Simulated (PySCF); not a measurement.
# C₇H₁₀O: circular dichroism and optical rotation, excited states

Wanted: circular dichroism and optical rotation, excited states for C₇H₁₀O (`C1=C[C@@H]2CC[C@@H]2CO1`).

Computed with PySCF 2.14.0 and routines of our own; the level stands in each step. Atoms count from 0.

## 1. The starting structure

18 atoms, charge 0, multiplicity 1; geometry from: GFN2-xTB.

## 2. Circular dichroism and optical rotation: TDDFT wB97X-D/def2-SVPD

Job settings and geometry (Å):

```
{"job": {"kind": "ecd", "xc": "wB97X-D", "basis": "def2-SVPD", "nstates": 8}, "charge": 0, "multiplicity": 1}
C      2.175545     0.113853    -0.366370
C      1.466878    -0.960678    -0.041011
C      0.106903    -0.829428     0.553215
C     -1.150172    -1.168185    -0.279903
C     -1.780222     0.151545     0.194095
C     -0.396641     0.621762     0.674335
C      0.310935     1.511482    -0.344071
O      1.721946     1.394111    -0.317505
H      3.200304     0.072183    -0.707826
H      1.893545    -1.945472    -0.134302
H      0.080553    -1.347329     1.515277
H     -0.947406    -1.179782    -1.348950
H     -1.675625    -2.080386    -0.006974
H     -2.255204     0.766915    -0.567873
H     -2.476564     0.009553     1.017609
H     -0.345746     1.064922     1.669372
H     -0.035725     1.242586    -1.351883
H      0.097936     2.568665    -0.168890
```

Level: TDDFT wB97X-D/def2-SVPD circular dichroism and optical rotation, one conformer, gas phase.

Run with:

```console
$ OMP_NUM_THREADS=1 python excited_run.py task.json out
```

One launch serves the whole session: the jobs run in the order shown.

Output:

```text
coarse grid: 14888 points
cycle   1  E = -347.4690471422  dE =  1.631e+00  |g| = 5.059e-01  |ddm| = 7.267e+00
cycle   2  E = -347.4770669269  dE = -8.020e-03  |g| = 5.233e-01  |ddm| = 1.619e+00
cycle   3  E = -347.5244475727  dE = -4.738e-02  |g| = 6.902e-02  |ddm| = 7.193e-01
cycle   4  E = -347.5252492608  dE = -8.017e-04  |g| = 3.205e-02  |ddm| = 1.696e-01
cycle   5  E = -347.5254971793  dE = -2.479e-04  |g| = 7.932e-03  |ddm| = 9.022e-02
cycle   6  E = -347.5255130584  dE = -1.588e-05  |g| = 1.988e-03  |ddm| = 2.670e-02
cycle   7  E = -347.5255141602  dE = -1.102e-06  |g| = 4.348e-04  |ddm| = 7.658e-03
final grid: 143384 points
cycle   8  E = -347.5872462980  dE = -1.249e-04  |g| = 3.541e-03  |ddm| = 2.419e-01
cycle   9  E = -347.5872490760  dE = -2.778e-06  |g| = 2.452e-03  |ddm| = 2.956e-02
cycle  10  E = -347.5872504522  dE = -1.376e-06  |g| = 6.933e-04  |ddm| = 8.293e-03
cycle  11  E = -347.5872505750  dE = -1.229e-07  |g| = 3.238e-04  |ddm| = 2.889e-03
cycle  12  E = -347.5872505974  dE = -2.239e-08  |g| = 5.052e-05  |ddm| = 6.599e-04
cycle  13  E = -347.5872505985  dE = -1.087e-09  |g| = 1.613e-05  |ddm| = 2.806e-04
cycle  14  E = -347.5872505986  dE = -1.007e-10  |g| = 6.798e-06  |ddm| = 9.517e-05
converged SCF energy = -347.5872505986

Singlet excitations and rotatory strengths (1e-40 esu^2 cm^2)
state   eV       nm     f(len)   f(vel)    R(len)    R(vel)   main configurations
  1   6.4552   192.1  0.03254  0.03818   -20.867   -29.672   H->L 0.56, H->L+2 0.24, H->L+1 0.14
  2   6.5975   187.9  0.17915  0.17369   -12.488   -12.142   H->L+1 0.75, H->L 0.12
  3   7.2677   170.6  0.02153  0.02371    23.367    25.453   H->L+3 0.81
  4   7.4649   166.1  0.01149  0.00990     5.035     5.454   H->L+2 0.35, H->L+5 0.31, H->L 0.16
  5   7.5868   163.4  0.00584  0.00735     7.551    11.092   H->L+5 0.45, H->L+2 0.21, H->L+9 0.09
  6   7.6271   162.6  0.00783  0.00837    -3.976    -4.011   H->L+4 0.70, H->L+6 0.11
  7   8.1691   151.8  0.01573  0.01426     9.869     9.692   H-1->L+1 0.70, H-2->L+1 0.09
  8   8.2499   150.3  0.01851  0.01762   -11.917   -11.526   H-2->L+1 0.49, H-3->L+1 0.15, H-1->L+1 0.12

Specific rotation (deg / (dm g/mL))
    nm     length   length(OI)   velocity    alpha(len)  alpha(vel)
  633.0      -4.59      -4.74     -15.91       80.541     80.236
  589.3      -6.27      -6.46     -19.93       80.817     80.513
  546.0      -8.81      -9.07     -25.62       81.163     80.861
  436.0     -25.42     -26.08     -58.35       82.616     82.319
  405.0     -36.86     -37.81     -78.98       83.288     82.994
  365.0     -64.05     -65.69    -125.39       84.474     84.187
  355.0     -74.74     -76.66    -143.04       84.850     84.565
```

It took 1.9 min on 1 thread of Arm Neoverse V2, shared host; peak memory 1 GiB.

## 3. Excited states: TDA CAM-B3LYP/def2-SVPD

Settings changed since step 2:

```diff
@@ -1,2 +1,2 @@
-{"job": {"kind": "ecd", "xc": "wB97X-D", "basis": "def2-SVPD", "nstates": 8}, "charge": 0, "multiplicity": 1}
+{"job": {"kind": "states", "xc": "CAM-B3LYP", "basis": "def2-SVPD", "tda": true, "soc": true, "nstates": 5, "ntriplets": 4, "nquad": 4}, "charge": 0, "multiplicity": 1}
 C      2.175545     0.113853    -0.366370
```

Method: TDA CAM-B3LYP/def2-SVPD excited states, vertical, gas phase, spin-orbit mean-field couplings.

Output:

```text
coarse grid: 14888 points
cycle   1  E = -347.3796420477  dE =  1.544e+00  |g| = 5.188e-01  |ddm| = 7.870e+00
cycle   2  E = -347.3768093460  dE =  2.833e-03  |g| = 5.844e-01  |ddm| = 1.719e+00
cycle   3  E = -347.4374273381  dE = -6.062e-02  |g| = 7.795e-02  |ddm| = 7.966e-01
cycle   4  E = -347.4383103685  dE = -8.830e-04  |g| = 3.887e-02  |ddm| = 1.681e-01
cycle   5  E = -347.4386632740  dE = -3.529e-04  |g| = 9.651e-03  |ddm| = 9.356e-02
cycle   6  E = -347.4386847308  dE = -2.146e-05  |g| = 2.634e-03  |ddm| = 2.608e-02
cycle   7  E = -347.4386864171  dE = -1.686e-06  |g| = 3.905e-04  |ddm| = 6.228e-03
final grid: 143384 points
cycle   8  E = -347.5167329129  dE = -5.003e-05  |g| = 3.914e-03  |ddm| = 1.638e-01
cycle   9  E = -347.5167331010  dE = -1.881e-07  |g| = 4.063e-03  |ddm| = 2.434e-02
cycle  10  E = -347.5167368505  dE = -3.749e-06  |g| = 5.449e-04  |ddm| = 9.291e-03
cycle  11  E = -347.5167368961  dE = -4.561e-08  |g| = 2.952e-04  |ddm| = 1.555e-03
cycle  12  E = -347.5167369141  dE = -1.800e-08  |g| = 5.033e-05  |ddm| = 7.594e-04
cycle  13  E = -347.5167369147  dE = -6.291e-10  |g| = 1.312e-05  |ddm| = 1.810e-04
converged SCF energy = -347.5167369147

Singlet excitations
state   eV       nm        f     d(h-e)  d(exc)  Lambda  PR(NTO)  |dmu|/D   mu/D   main configurations
  1   6.2123   199.6   0.01738   0.433   3.530   0.316   1.018    2.853    3.963   H->L 0.67, H->L+2 0.27
  2   6.7276   184.3   0.18902   0.695   3.280   0.579   1.089    2.261    1.037   H->L+1 0.84
  3   6.9562   178.2   0.02260   1.549   3.987   0.301   1.029    5.151    4.289   H->L+3 0.64, H->L+2 0.13, H->L 0.10
  4   7.1099   174.4   0.03400   2.330   4.279   0.309   1.034    8.134    7.129   H->L+2 0.43, H->L+3 0.26, H->L 0.16
  5   7.3090   169.6   0.01589   0.439   3.720   0.466   1.067                     H->L+4 0.54, H->L+5 0.19, H->L+6 0.11

Triplet excitations (Tamm-Dancoff)
state   eV     d(h-e)  d(exc)  Lambda  PR(NTO)   main configurations
  1   4.2733   0.131   2.198   0.575   1.008   H->L+1 0.54, H->L+4 0.34
  2   6.0842   0.388   3.451   0.313   1.021   H->L 0.64, H->L+2 0.28
  3   6.8558   1.422   3.886   0.305   1.030   H->L+3 0.75, H->L 0.08
  4   6.9994   2.134   4.241   0.324   1.043   H->L+2 0.50, H->L 0.20, H->L+5 0.11
S1 - T1 = 1.9390 eV

Spin-orbit couplings |<S|Hso|T>| (cm-1)
             T1       T2       T3       T4
S0        0.754    4.072    2.569    5.777
S1        1.852    0.146    0.459    0.397
S2        2.947    1.931    0.465    2.230
S3        2.269    0.519    0.074    1.057
S4        1.639    0.743    0.617    0.749
S5        3.197    0.265    1.209    1.344
T1 sublevels (cm-1): 0.000 0.000 0.000   radiative rates (1/s): 0.851 1.21 0.00886
```

Run time: 62 s. Hardware: 1 thread of Arm Neoverse V2, shared host; peak memory 0.99 GiB.

From this job:

```tsv
quantity	value
S1 less T1	1.94 eV
```

## 4. What came out

```
                                                                                    quantity                                                          value
state of largest rotatory strength (velocity form) among 8 (step 2, TDDFT wB97X-D/def2-SVPD)  6.46 eV, R = -29.7 (velocity), -20.9 (length) ·10⁻⁴⁰ esu² cm²
                             specific rotation at 633.0 nm (step 2, TDDFT wB97X-D/def2-SVPD)                                -15.9 (velocity), -4.6 (length)
                                                S1 less T1 (step 3, TDA CAM-B3LYP/def2-SVPD)                                                        1.94 eV
```

What this shows: Rotations belong to one conformer. The length form depends on the origin in a finite basis. In step 3, the number of triplets below S1 is 2, and the largest singlet-triplet spin-orbit coupling is S0–T4, 5.78 cm⁻¹.
